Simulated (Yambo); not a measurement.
# MgO (Fm-3m) in Yambo: notebook

The runs below take MgO through optical spectrum, with PBE.

Program: Yambo 5.3.0. These are calculated values, not measurements. Logs are shortened: lines on timing, memory, paths and dates and some standing lists are left out, and cuts for length are marked.

**What was measured.**

From “Electronic structure of alkaline earth and post-transition metal oxides”, 2009, arxiv:0908.1581, for a bulk crystal of MgO: band gap 7.83 eV.

How close the calculation comes is told below.

## (1) The structure

The structure is cubic, space group Fm-3m (No. 225). The conventional cell has a = 4.194 Å, b = 4.194 Å, c = 4.194 Å, α = 90.00°, β = 90.00°, γ = 90.00°. Mg (site symmetry m-3m) is surrounded by 6 O at 2.10 Å. O (site symmetry m-3m) is surrounded by 6 Mg at 2.10 Å.

The cell is a database's computed one.

## (2) Optical spectrum, PBE

The input, optics0.in:

```
optics
chi
Chimod= "IP"
% BndsRnXd
 1 | 38 |
%
% LongDrXd
 1 | 1 | 0 |
%
% QpntsRXd
 1 | 1 |
%
% EnRngeXd
 0 | 10 | eV
%
% DmRngeXd
 0.2 | 0.2 | eV
%
ETStpsXd= 200
```

The input, scf.in:

```
&CONTROL
  calculation = 'scf'
  prefix = 'pwscf'
  outdir = './tmp'
  pseudo_dir = './pseudo'
/
&SYSTEM
  ibrav = 0
  nat = 2
  ntyp = 2
  ecutwfc = 84
  nbnd = 14
  occupations = 'smearing'
  smearing = 'fd'
  degauss = 0.00367493
  force_symmorphic = .true.
/
&ELECTRONS
  conv_thr = 4d-10
  electron_maxstep = 120
  mixing_beta = 0.5
/
ATOMIC_SPECIES
Mg    24.3050 Mg.upf
O     15.9990 O.upf
CELL_PARAMETERS angstrom
   0.0000000000    2.0970013927    2.0970013927
   2.0970013927    0.0000000000    2.0970013927
   2.0970013927    2.0970013927    0.0000000000
ATOMIC_POSITIONS crystal
Mg     0.0000000000    0.0000000000    0.0000000000
O      0.5000000000    0.5000000000    0.5000000000
K_POINTS automatic
20 20 20 0 0 0
```

The input, nscf.in:

```
&CONTROL
  calculation = 'nscf'
  prefix = 'pwscf'
  outdir = './tmp'
  pseudo_dir = './pseudo'
/
&SYSTEM
  ibrav = 0
  nat = 2
  ntyp = 2
  ecutwfc = 84
  nbnd = 38
  occupations = 'fixed'
  force_symmorphic = .true.
/
&ELECTRONS
  conv_thr = 1d-08
  diago_full_acc = .true.
  diago_thr_init = 1d-06
/
ATOMIC_SPECIES
Mg    24.3050 Mg.upf
O     15.9990 O.upf
CELL_PARAMETERS angstrom
   0.0000000000    2.0970013927    2.0970013927
   2.0970013927    0.0000000000    2.0970013927
   2.0970013927    2.0970013927    0.0000000000
ATOMIC_POSITIONS crystal
Mg     0.0000000000    0.0000000000    0.0000000000
O      0.5000000000    0.5000000000    0.5000000000
K_POINTS automatic
20 20 20 0 0 0
```

Potentials or basis: PseudoDojo 0.4.1 SR PBE standard.

Started as:

```
$ OMP_NUM_THREADS=1 pw.x -in scf.in > scf.out
$ OMP_NUM_THREADS=1 pw.x -in nscf.in > nscf.out
$ cd tmp/pwscf.save; p2y; mv SAVE ../..; cd ../..
$ OMP_NUM_THREADS=1 yambo
$ OMP_NUM_THREADS=1 yambo -F optics0.in -J optics0 -C optics0_out
```

Yambo's report:

```text
[... sections 02.01 to 02.04 as in the set-up run ...]

  [02.05] Energies & Occupations
  ==============================

  [X] === General ===
  [X] Electronic Temperature                        :  0.000000  0.000000 [eV K]
  [X] Bosonic    Temperature                        :  0.000000  0.000000 [eV K]
  [X] Finite Temperature mode                       : no
  [X] El. density                                   :  0.86755E+24 [cm-3]
  [X] Fermi Level                                   :  8.213387 [eV]

  [X] === Gaps and Widths ===
  [X] Conduction Band Min                           :  4.894963 [eV]
  [X] Valence Band Max                              :  0.000000 [eV]
  [X] Filled Bands                                  :   8
  [X] Empty Bands                                   :    9   38
  [X] Direct Gap                                    :  4.894963 [eV]
  [X] Direct Gap localized at k                     :  1
  [X] Indirect Gap                                  :  4.894963 [eV]
  [X] Indirect Gap between kpts                     :  1  1
  [X] Last valence band width                       :  1.776449 [eV]
  [X] 1st conduction band width                     :  6.878332 [eV]

 [03] Transferred momenta grid and indexing
 ==========================================

 IBZ Q-points                                      :  256
 BZ  Q-points                                      :   8000

 K/Q-points units:
 rlu = crystal or reduced units; cc = cartesian coordinates; iku = interal k-units

 Q [  1]        [rlu]:  0.000000  0.000000  0.000000
 Q [  2]        [rlu]: -0.17084E-17 -0.17084E-17  0.50000E-01
 Q [  3]        [rlu]: -0.34168E-17 -0.34168E-17  0.10000
 Q [  4]        [rlu]: -0.13397E-17 -0.13397E-17  0.15000
 Q [  5]        [rlu]: -0.32061E-17 -0.32061E-17  0.20000
 Q [  6]        [rlu]: -0.65702E-17 -0.65702E-17  0.25000
[... 42 lines left out ...]
 Q [ 49]        [rlu]:  0.94488E-17  0.15000      0.20000
 Q [ 50]        [rlu]: -0.16030E-17  0.15000      0.25000

 Remaining 206 points informations can be written running with -fatlog

 [04] Dipoles
 ============

  [04.01] Setup: observables and procedures
  =========================================

  [WF-Oscillators/G space/Transverse up loader] Normalization (few states)  min/max  :  0.21586E-16   1.0000

  [WR./optics0//ndb.dipoles]------------------------------------------------------
   Brillouin Zone Q/K grids (IBZ/BZ)                :    256   8000    256   8000
   RL vectors                                       :  2229 [WF]
   Fragmentation                                    : yes
   Electronic Temperature                           :  0.000000 [K]
   Bosonic    Temperature                           :  0.000000 [K]
   DIP band range                                   :    1   38
   DIP band range limits                            :   8   9
   DIP e/h energy range                             : -1.000000 -1.000000 [eV]
   RL vectors in the sum                            :  2229
   [r,Vnl] included                                 : yes
   Bands ordered                                    : yes
   Direct v evaluation                              : no
   Approach used                                    : G-space v
   Dipoles computed                                 : R V P [G-space]
   Wavefunctions                                    : Perdew, Burke & Ernzerhof(X)+Perdew, Burke & Ernzerhof(C)

  [WARNING] [r,Vnl^pseudo] included in position and velocity dipoles.

  [WARNING] In case H contains other non local terms, these are neglected

 [05] Optics
 ===========

 [X-CG] R(p) Tot o/o(of R):    51306  1920000      100
```

Run time: 3.4 min. Hardware: 1 thread of Arm Neoverse V1, shared host; peak memory 0.45 GiB.

What came out:

```
Band gap on the k mesh, mean-field level       : 4.89 eV, direct
Absorption peak                                : 9.10 eV
Electronic dielectric constant along the field : 3.21
```

Dielectric function (along the field direction of the input):
```csv
energy (eV),real part,imaginary part
0.25,3.21,0.04
0.75,3.22,0.04
1.26,3.24,0.04
1.76,3.27,0.04
2.26,3.32,0.05
2.81,3.38,0.05
3.32,3.47,0.06
3.82,3.59,0.08
4.32,3.76,0.11
4.82,4.03,0.23
5.38,4.17,0.62
5.88,4.21,0.85
6.38,4.15,0.96
6.88,4.16,1.20
7.39,4.34,1.41
7.94,4.51,1.69
8.44,4.64,2.41
8.94,4.01,3.14
9.45,3.44,3.06
10.00,3.41,3.02
```

Caveat: independent-particle spectra lack excitons.

## (3) Optical spectrum, PBE

The input, optics1.in:

```
optics
chi
Chimod= "HARTREE"
% BndsRnXd
 1 | 38 |
%
NGsBlkXd= 2 Ry
% LongDrXd
 1 | 1 | 0 |
%
% QpntsRXd
 1 | 1 |
%
% EnRngeXd
 0 | 20 | eV
%
% DmRngeXd
 0.3 | 0.3 | eV
%
ETStpsXd= 150
```

scf.in is that of step 2.

nscf.in is that of step 2.

Potentials or basis: PseudoDojo 0.4.1 SR PBE standard.

Started as:

```
$ OMP_NUM_THREADS=1 pw.x -in scf.in > scf.out
$ OMP_NUM_THREADS=1 pw.x -in nscf.in > nscf.out
$ cd tmp/pwscf.save; p2y; mv SAVE ../..; cd ../..
$ OMP_NUM_THREADS=1 yambo
$ OMP_NUM_THREADS=1 yambo -F optics1.in -J optics1 -C optics1_out
```

Yambo's report:

```text
[... sections 02.01 to 02.04 as in the set-up run ...]

  [02.05] Energies & Occupations
  ==============================

  [X] === General ===
  [X] Electronic Temperature                        :  0.000000  0.000000 [eV K]
  [X] Bosonic    Temperature                        :  0.000000  0.000000 [eV K]
  [X] Finite Temperature mode                       : no
  [X] El. density                                   :  0.86755E+24 [cm-3]
  [X] Fermi Level                                   :  8.213387 [eV]

  [X] === Gaps and Widths ===
  [X] Conduction Band Min                           :  4.894963 [eV]
  [X] Valence Band Max                              :  0.000000 [eV]
  [X] Filled Bands                                  :   8
  [X] Empty Bands                                   :    9   38
  [X] Direct Gap                                    :  4.894963 [eV]
  [X] Direct Gap localized at k                     :  1
  [X] Indirect Gap                                  :  4.894963 [eV]
  [X] Indirect Gap between kpts                     :  1  1
  [X] Last valence band width                       :  1.776449 [eV]
  [X] 1st conduction band width                     :  6.878332 [eV]

 [03] Transferred momenta grid and indexing
 ==========================================

 IBZ Q-points                                      :  256
 BZ  Q-points                                      :   8000

 K/Q-points units:
 rlu = crystal or reduced units; cc = cartesian coordinates; iku = interal k-units

 Q [  1]        [rlu]:  0.000000  0.000000  0.000000
 Q [  2]        [rlu]: -0.17084E-17 -0.17084E-17  0.50000E-01
 Q [  3]        [rlu]: -0.34168E-17 -0.34168E-17  0.10000
 Q [  4]        [rlu]: -0.13397E-17 -0.13397E-17  0.15000
 Q [  5]        [rlu]: -0.32061E-17 -0.32061E-17  0.20000
 Q [  6]        [rlu]: -0.65702E-17 -0.65702E-17  0.25000
[... 42 lines left out ...]
 Q [ 49]        [rlu]:  0.94488E-17  0.15000      0.20000
 Q [ 50]        [rlu]: -0.16030E-17  0.15000      0.25000

 Remaining 206 points informations can be written running with -fatlog

 [04] Dipoles
 ============

  [04.01] Setup: observables and procedures
  =========================================

  [WF-Oscillators/G space/Transverse up loader] Normalization (few states)  min/max  :  0.21586E-16   1.0000

  [WR./optics1//ndb.dipoles]------------------------------------------------------
   Brillouin Zone Q/K grids (IBZ/BZ)                :    256   8000    256   8000
   RL vectors                                       :  2229 [WF]
   Fragmentation                                    : yes
   Electronic Temperature                           :  0.000000 [K]
   Bosonic    Temperature                           :  0.000000 [K]
   DIP band range                                   :    1   38
   DIP band range limits                            :   8   9
   DIP e/h energy range                             : -1.000000 -1.000000 [eV]
   RL vectors in the sum                            :  2229
   [r,Vnl] included                                 : yes
   Bands ordered                                    : yes
   Direct v evaluation                              : no
   Approach used                                    : G-space v
   Dipoles computed                                 : R V P [G-space]
   Wavefunctions                                    : Perdew, Burke & Ernzerhof(X)+Perdew, Burke & Ernzerhof(C)

  [WARNING] [r,Vnl^pseudo] included in position and velocity dipoles.

  [WARNING] In case H contains other non local terms, these are neglected

 [05] Optics
 ===========

 [X-CG] R(p) Tot o/o(of R):    51306  1920000      100
```

Wall time 3.6 min (1 thread of Arm Neoverse V1, shared host); peak memory 1.6 GiB.

What came out:

```
Band gap on the k mesh, mean-field level                              : 4.89 eV, direct
Absorption peak                                                       : 11.28 eV
Electronic dielectric constant along the field                        : 3.06
Electronic dielectric constant along the field, independent particles : 3.21
```

Dielectric function (along the field direction of the input):
```
energy (eV)  real part  imaginary part
       0.27       3.06            0.05
       0.94       3.07            0.06
       1.61       3.11            0.06
       2.28       3.16            0.07
       2.95       3.25            0.08
       3.62       3.38            0.10
       4.30       3.58            0.15
       4.97       3.89            0.39
       5.64       3.92            0.77
       6.31       3.89            1.02
       6.98       3.92            1.28
       7.65       4.02            1.59
       8.32       4.15            2.22
       8.99       3.44            3.02
       9.66       2.78            2.84
      10.47       2.81            2.83
      11.14       2.17            3.73
      11.81       0.95            3.14
      12.48       0.89            2.44
      13.15       0.90            2.15
      13.83       1.14            1.80
      14.50       1.33            1.96
      15.17       1.33            2.29
      15.84       0.80            2.40
      16.51       0.66            2.21
      17.18       0.44            2.12
      17.85       0.37            2.08
      18.52      -0.27            2.12
      19.19      -0.42            1.37
      20.00      -0.14            0.91
```

Caveat: these spectra lack excitons.

## (4) Against experiment

Step 2. Against the measured gap of MgO, 7.83 eV (quoted in “Electronic structure of alkaline earth and post-transition metal oxides”, 2009, arxiv:0908.1581), the calculated 4.89 eV is off by -2.94 eV. The value is that of PBE on a finite k mesh, which can miss the band edges, without temperature or zero-point motion. Semilocal functionals fall short of measured gaps as a rule. The cell is a database's relaxed one, not the measured one, which moves gaps too.

Step 3. Against the measured gap of MgO, 7.83 eV (quoted in “Electronic structure of alkaline earth and post-transition metal oxides”, 2009, arxiv:0908.1581), the calculated 4.89 eV is off by -2.94 eV. The value is that of PBE on a finite k mesh, which can miss the band edges, without temperature or zero-point motion. Semilocal functionals fall short of measured gaps as a rule. The cell is a database's relaxed one, not the measured one, which moves gaps too.
